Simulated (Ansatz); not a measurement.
**W(NH)2Cl2 (Cl2H2N2W): structure and electronic state**

Aim: characterise W(NH)2Cl2 (Cl2H2N2W) as a singlet: its structure, frontier levels and distribution of charge.

Computed with Ansatz 0.2.0, Gaussian basis. Level: RKS PBE0-D4/def2-TZVP.

The runs, in order: relaxation at PBE-D4/def2-SVP; a search for the lowest solution at PBE0-D4/def2-SVP; a single point at PBE0-D4/def2-TZVP.

## (1) The system as given

7 atoms, charge 0, spin multiplicity 1.

Atoms are counted from 1 here; the program's logs count them from 0.

Bond lengths: W1–N2 1.776 Å, W1–N4 1.776 Å, W1–Cl6 2.205 Å, W1–Cl7 2.205 Å, N2–H3 1.019 Å, N4–H5 1.019 Å. Angles: N2–W1–N4 111.5°, N2–W1–Cl6 109.2°, N2–W1–Cl7 109.2°, N4–W1–Cl6 109.2°, N4–W1–Cl7 109.2°, Cl6–W1–Cl7 108.4°, W1–N2–H3 166.2°, W1–N4–H5 166.3°.

Formally the metal is d0. W takes a core potential in the def2 sets. No spin-orbit coupling is included.

The start is a GFN2-xTB geometry.

## (2) Relaxation at PBE-D4/def2-SVP

Input file in.yaml:

```yaml
crystal:
  periodic: [false, false, false]
  atoms:
    - {symbol: W, position_ang: [-0.342140, 0.005230, -0.240820]}
    - {symbol: N, position_ang: [-0.369730, -0.016750, 1.534530]}
    - {symbol: H, position_ang: [-0.141750, -0.029880, 2.527340]}
    - {symbol: N, position_ang: [1.319410, 0.001950, -0.866940]}
    - {symbol: H, position_ang: [2.330690, -0.003720, -0.989550]}
    - {symbol: Cl, position_ang: [-1.386500, 1.809770, -0.959960]}
    - {symbol: Cl, position_ang: [-1.409980, -1.766600, -1.004610]}
basis:
  gaussian: {orbitals: def2-SVP}
hamiltonian: {xc: pbe, dispersion: d4}
scf: {omitted_lower_state_checks: [starts]}
output: {orbitals: {seedname: orbitals}}
relax: {f_tol: 0.02, max_steps: 100}
```

On the command line:

```bash
$ ansatz run in.yaml --threads 4 --pin off --events-out ev --progress --plain --max-ram 3916MiB
```

The program printed, cut to the lines that bear on the results:

```text
Functional definition: PBE
  name "PBE"
  cite "Perdew, Burke & Ernzerhof, Phys. Rev. Lett. 77, 3865 (1996) doi:10.1103/PhysRevLett.77.3865"
  parent pbe
[...]
1157 factors; their error is unknown
[...]
mean field -29865.38707267 eV, -1097.5327314343 hartree, gradient 7.3e-6 eV, S^2 0.000000; 0 other end points of the search recorded, 0 dependent functions left out
[...]
reference -29865.38713854 eV, -1097.5327338547 hartree; 32, 32 occupied and 74, 74 virtual orbitals, 1157 factors
relax step   1: F+E_penalty+E_count = -29865.63490487 eV  Δ(F+E_penalty+E_count) = +0.000e0 eV  max|allowed force component| = 2.473e0 eV/Å  Δτ_max = 0.0000 Å  (31 SCF iters, accepted)
[...]
relax step   6: F+E_penalty+E_count = -29865.91317978 eV  Δ(F+E_penalty+E_count) = -1.197e-3 eV  max|allowed force component| = 1.794e-1 eV/Å  Δτ_max = 0.0080 Å  (33 SCF iters, accepted)
[...]
relax step   7: F+E_penalty+E_count = -29865.91360984 eV  Δ(F+E_penalty+E_count) = -4.301e-4 eV  max|allowed force component| = 6.864e-3 eV/Å  Δτ_max = 0.0039 Å  (33 SCF iters, accepted)
[...]
1157 factors; their error is unknown
mean field -29865.67147746 eV, -1097.5431831174 hartree, gradient 2.0e-5 eV, S^2 0.000000; 0 other end points of the search recorded, 0 dependent functions left out
[...]
reference -29865.67154317 eV, -1097.5431855322 hartree; 32, 32 occupied and 74, 74 virtual orbitals, 1157 factors
Total energy: -29865.91367555 eV, -1097.5520837330 hartree
Atom 0 at    -0.403876     0.006368    -0.283823 Å, force    -0.006864    -0.002050    -0.004693 eV/Å
Atom 1 at    -0.401321    -0.015503     1.472662 Å, force     0.005950     0.000476     0.004814 eV/Å
Atom 2 at     0.040606    -0.029966     2.397230 Å, force    -0.001375    -0.000031    -0.003360 eV/Å
Atom 3 at     1.249856     0.002379    -0.876117 Å, force     0.006598     0.001007     0.003636 eV/Å
Atom 4 at     2.269553    -0.005765    -0.773769 Å, force    -0.003642    -0.000120     0.000052 eV/Å
Atom 5 at    -1.364369     1.994201    -0.943735 Å, force    -0.000141     0.002517    -0.000266 eV/Å
Atom 6 at    -1.390449    -1.951714    -0.992459 Å, force    -0.000528    -0.001799    -0.000183 eV/Å
Dipole moment:     0.470028    -0.007185     0.330192 e Å
Checks for a lower state left out: starts
```

It took 11 s on 4 threads of Arm Neoverse V2, shared host.

Step by step:

```
step  energy from step 1 (eV)  largest force component (eV/Å)
   1                   0.0000                          2.4727
   2                  -0.2281                          0.2943
   3                  -0.2548                          0.2859
   4                  -0.2695                          0.3282
   5                  -0.2771                          0.1974
   6                  -0.2783                          0.1794
   7                  -0.2787                          0.0069
```

Close pairs (by a distance rule), those that changed most:

```
  bond  before (Å)  after (Å)  change (Å)
W1–Cl7       2.205      2.304      +0.099
W1–Cl6       2.205      2.304      +0.099
 W1–N2       1.776      1.757      -0.019
 W1–N4       1.776      1.757      -0.019
 N4–H5       1.019      1.025      +0.006
 N2–H3       1.019      1.025      +0.006
```

Bonds by kind at the end (by distance):

```
bond  count  shortest (Å)  longest (Å)
 N–W      2         1.757        1.757
Cl–W      2         2.304        2.304
 H–N      2         1.025        1.025
```

## (3) Searching for the lowest solution, PBE0-D4/def2-SVP

start.molden holds the orbitals of an earlier run on this state, given as this run's starting guess.

Input file in.yaml:

```yaml
crystal:
  periodic: [false, false, false]
  atoms:
    - {symbol: W, position_ang: [-0.403876, 0.006368, -0.283823]}
    - {symbol: N, position_ang: [-0.401321, -0.015503, 1.472662]}
    - {symbol: H, position_ang: [0.040606, -0.029966, 2.397230]}
    - {symbol: N, position_ang: [1.249856, 0.002379, -0.876117]}
    - {symbol: H, position_ang: [2.269553, -0.005765, -0.773769]}
    - {symbol: Cl, position_ang: [-1.364369, 1.994201, -0.943735]}
    - {symbol: Cl, position_ang: [-1.390449, -1.951714, -0.992459]}
basis:
  gaussian: {orbitals: def2-SVP, initial_orbitals: start.molden}
hamiltonian: {xc: pbe0, dispersion: d4}
output: {orbitals: {seedname: orbitals}}
```

Launched as before.

The program printed:

```text
Functional definition: PBE0
  name "PBE0"
  cite "Adamo & Barone, J. Chem. Phys. 110, 6158 (1999) doi:10.1063/1.478522"
  cite "Perdew, Burke & Ernzerhof, Phys. Rev. Lett. 77, 3865 (1996) doi:10.1103/PhysRevLett.77.3865"
  parent pbe
  parameter a = 0.25
  parameter kappa = 0.804
  parameter beta = 0.06672455060314922
  exchange = (1 - a)*pbe_x(kappa = kappa, mu = beta*pi^2/3) + a*exact_x
  correlation = pbe_c(beta = beta)
1023 factors; integrals over basis functions are off by at most 8.8e-4 eV
mean field evaluation 1: about -29865.3805 eV, gradient 7.8e0 eV
mean field evaluation 2: about -29865.5017 eV, gradient 1.6e-1 eV
mean field evaluation 4: about -29865.6838 eV, gradient 1.5e-3 eV
mean field evaluation 8: about -29849.7018 eV, gradient 8.8e1 eV
mean field evaluation 16: about -29865.6832 eV, gradient 4.9e-1 eV
mean field -29865.68377091 eV, -1097.5436348934 hartree, gradient 4.0e-5 eV, S^2 0.000000; 1 other end points of the search recorded, 0 dependent functions left out
reference -29865.68381941 eV, -1097.5436366757 hartree; 32, 32 occupied and 74, 74 virtual orbitals, 1023 factors
Total energy: -29865.89287726 eV, -1097.5513194101 hartree
```

Wall time 2 s (4 threads of Arm Neoverse V2, shared host).

HOMO -8.22 eV, LUMO -2.32 eV.

## (4) Single point, PBE0-D4/def2-TZVP

in.yaml, as its differences from that of step 3:

```diff
@@ -11,4 +11,5 @@
 basis:
-  gaussian: {orbitals: def2-SVP, initial_orbitals: start.molden}
+  gaussian: {orbitals: def2-TZVP, initial_orbitals: start.molden}
 hamiltonian: {xc: pbe0, dispersion: d4}
+scf: {omitted_lower_state_checks: [starts]}
 output: {orbitals: {seedname: orbitals}}
```

The command is unchanged.

The program printed:

```text
Functional definition: PBE0
  name "PBE0"
  cite "Adamo & Barone, J. Chem. Phys. 110, 6158 (1999) doi:10.1063/1.478522"
  cite "Perdew, Burke & Ernzerhof, Phys. Rev. Lett. 77, 3865 (1996) doi:10.1103/PhysRevLett.77.3865"
  parent pbe
  parameter a = 0.25
  parameter kappa = 0.804
  parameter beta = 0.06672455060314922
  exchange = (1 - a)*pbe_x(kappa = kappa, mu = beta*pi^2/3) + a*exact_x
  correlation = pbe_c(beta = beta)
these checks for a lower state are left out or cut short: starts
1334 factors; their error is unknown
mean field evaluation 1: about -29874.9330 eV, gradient 1.7e2 eV
mean field evaluation 2: about -29878.1545 eV, gradient 4.1e0 eV
mean field evaluation 4: about -29878.2847 eV, gradient 2.5e-1 eV
mean field evaluation 8: about -29878.2848 eV, gradient 2.6e-5 eV
mean field -29878.28480664 eV, -1098.0067144154 hartree, gradient 2.6e-5 eV, S^2 0.000000; 0 other end points of the search recorded, 0 dependent functions left out
reference -29878.28483707 eV, -1098.0067155336 hartree; 32, 32 occupied and 156, 156 virtual orbitals, 1334 factors
Total energy: -29878.49389493 eV, -1098.0143982680 hartree
Checks for a lower state left out: starts
```

Wall time 3 s (4 threads of Arm Neoverse V2, shared host).

From the report: HOMO -8.24 eV, LUMO -2.48 eV.

Mulliken charges, from this run's orbitals:

```
atom  value (e)
  W1       1.20
  N2      -0.54
  H3       0.26
  N4      -0.54
  H5       0.26
 Cl6      -0.32
 Cl7      -0.32
```

Largest Mayer bond orders: W1–N2 2.13; W1–N4 2.13; W1–Cl6 1.03; W1–Cl7 1.03; N2–H3 0.88; N4–H5 0.88.

Orbitals, density, ELF and potential are computed afterwards from the orbital file.

Frontier orbitals at PBE0-D4/def2-TZVP, with the share of their density that lies nearest to each atom:

```
orbital  energy (eV)                                                   lies on
   HOMO        -8.24           N2, N4 about 35 % each; Cl6, Cl7 about 9 % each
   LUMO        -2.48  W1 57 %; Cl6, Cl7 about 13 % each; N2, N4 about 7 % each
```

ELF in a plane through or near 5 of the atoms.

Ten even steps from ' ' (0.00) to '@' (0.99):
```
                                                        
                                                        
                                                        
                                                        
            ==**++--..            ..--++**==..          
        ..==%%%%@@##==..        ..--##@@@@%%==..        
        ..++@@@@@@%%**--..    ..--**@@@@@@@@++..        
        ..--%%@@@@%%##**==::::==**##%%@@@@%%--..        
          ::**####----%%++::::++%%++..####**::          
          ::**%%##::==##--======##--**##%%**::..        
        ..--**##%%%%++::##::::##--++%%%%##**--..        
          ::==++**==..--##====%%--::==**++==::          
            ........  ..**####**..  ........            
                        ........                        
                                                        
                                                        
                                                        
                                                        
                                                        
                                                        
```
The map spans 9.1 Å across and 8.6 Å up, centred on the molecule. Atoms in the plane (x, y in Å): W1 (0.0, -0.5), N2 (1.4, 0.5), H3 (1.9, 1.4), N4 (-1.4, 0.5), H5 (-1.9, 1.4).

log10 of the density (e/Å³) in the same plane.

Ten even steps from ' ' (-4.0) to '@' (1.7):
```
                                                        
                                                        
                                                        
          ....::::::................::::::....          
        ..::----------::::::::::::----------::..        
      ..::--==++++++====--------====++++++==--::..      
    ..::--==++******++++========++++**##**++==--::..    
    ..::--==****######**++++++++**########**==--::..    
    ..::--==++**##@@%%##********##%%%%##**++==--::..    
    ..::--==++**##@@%%############%%@@##**++==--::..    
    ..::----++++******##%%####%%##******++++----::..    
      ..::--====++++****%%####%%##**++++====--::..      
      ....::----====++**########**++====----::....      
        ....::----====++++****++++====----::....        
            ..::::----====++++====----::::..            
              ..::::----========----::::..              
                ..::::------------::::..                
                  ....::::::::::::....                  
                      ............                      
                                                        
```
The map spans 9.1 Å across and 8.6 Å up, centred on the molecule. Atoms in the plane (x, y in Å): W1 (0.0, -0.5), N2 (1.4, 0.5), H3 (1.9, 1.4), N4 (-1.4, 0.5), H5 (-1.9, 1.4).

On the surface of density 0.002 e/bohr³ the electrostatic potential runs, from the 1st to the 99th percentile, from -0.58 V near N2 to 2.20 V near H3.

## (5) Summary of results

| quantity | value |
| --- | --- |
| point group | C2v |
| near neighbours of the metal | N 1.76, N 1.76, Cl 2.30, Cl 2.30 Å |
| HOMO, LUMO at PBE0-D4/def2-TZVP | -8.24, -2.48 eV |
| charge on the metal (Mulliken, PBE0-D4/def2-TZVP) | +1.20 e |
| dipole at PBE-D4/def2-SVP | 2.76 D |

**Reading.** The molecule keeps its bonding pattern by the stored test; the atoms moved 0.16 Å (rms). The metal has 4 near neighbours by the distance rule, from 1.76 to 2.30 Å. The Mulliken charge of the metal, +1.20 e, depends on the basis and isn't its oxidation state. No usable vibrations, so a minimum isn't proven. The HOMO lies nearest to N2, N4 about 35 % each; Cl6, Cl7 about 9 % each and the LUMO to W1 57 %; Cl6, Cl7 about 13 % each. Whether this spin is the lowest isn't tested here.
